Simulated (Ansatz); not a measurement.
# C2H8GeOS: the cost of one run

Program: Ansatz 0.2.0. Level of theory: RKS B3LYP-D4/def2-SVP. These are calculated values, not measurements.

**1. The system as given**

Bond lengths: C1–C2 1.493 Å, C2–O3 1.374 Å, C2–Ge4 1.973 Å, Ge4–S5 2.160 Å, C1–H6 1.142 Å, C1–H7 1.151 Å, C1–H8 1.050 Å, C2–H9 1.103 Å, O3–H10 1.005 Å, Ge4–H11 1.593 Å, Ge4–H12 1.558 Å, S5–H13 1.454 Å. Angles (14 of 20 angles, heavy atoms first): C1–C2–O3 108.0°, C1–C2–Ge4 110.5°, O3–C2–Ge4 108.7°, C2–Ge4–S5 112.0°, C1–C2–H9 110.9°, O3–C2–H9 107.9°, Ge4–C2–H9 110.7°, C2–C1–H6 109.7°, C2–C1–H7 107.9°, C2–C1–H8 113.2°, C2–O3–H10 108.9°, C2–Ge4–H11 105.6°, C2–Ge4–H12 108.0°, S5–Ge4–H11 111.0°.

As a file:

```xyz
13

C    -1.4524    0.1108    0.9339
C    -0.1530    0.5039    0.3132
O     0.7235    0.8147    1.3245
Ge    0.5951   -0.9923   -0.7331
S     2.4512   -0.4571   -1.6997
H    -2.2316   -0.0642    0.1179
H    -1.8584    1.0201    1.5111
H    -1.3669   -0.7045    1.5905
H    -0.2736    1.4000   -0.3191
H     1.5411    1.2427    0.9267
H    -0.5204   -1.3636   -1.8077
H     0.7519   -2.2142    0.2205
H     1.8139    0.6688   -2.3640
```

**2. End point A**

File input.yaml:

```yaml
crystal:
  periodic: [false, false, false]
  atoms:
    - { symbol: C, position_ang: [-1.4524, 0.1108, 0.9339] }
    - { symbol: C, position_ang: [-0.153, 0.5039, 0.3132] }
    - { symbol: O, position_ang: [0.7235, 0.8147, 1.3245] }
    - { symbol: Ge, position_ang: [0.5951, -0.9923, -0.7331] }
    - { symbol: S, position_ang: [2.4512, -0.4571, -1.6997] }
    - { symbol: H, position_ang: [-2.2316, -0.0642, 0.1179] }
    - { symbol: H, position_ang: [-1.8584, 1.0201, 1.5111] }
    - { symbol: H, position_ang: [-1.3669, -0.7045, 1.5905] }
    - { symbol: H, position_ang: [-0.2736, 1.4, -0.3191] }
    - { symbol: H, position_ang: [1.5411, 1.2427, 0.9267] }
    - { symbol: H, position_ang: [-0.5204, -1.3636, -1.8077] }
    - { symbol: H, position_ang: [0.7519, -2.2142, 0.2205] }
    - { symbol: H, position_ang: [1.8139, 0.6688, -2.364] }
basis:
  gaussian: { orbitals: def2-SVP }
hamiltonian:
  xc: b3lyp
  dispersion: d4
relax:
  f_tol: 0.015
  max_steps: 40
output:
  orbitals: {}
```

Launch:

```
$ ansatz run input.yaml --threads 2 --pin off --max-ram 3072MiB --backend cpu --events-out ev --progress --plain --runs-dir out
```

**Question.** How long does this run take on 2 threads of Arm Neoverse V2, shared host, and how much memory does it need?

About 51 s, with a peak of 0.36 GiB.
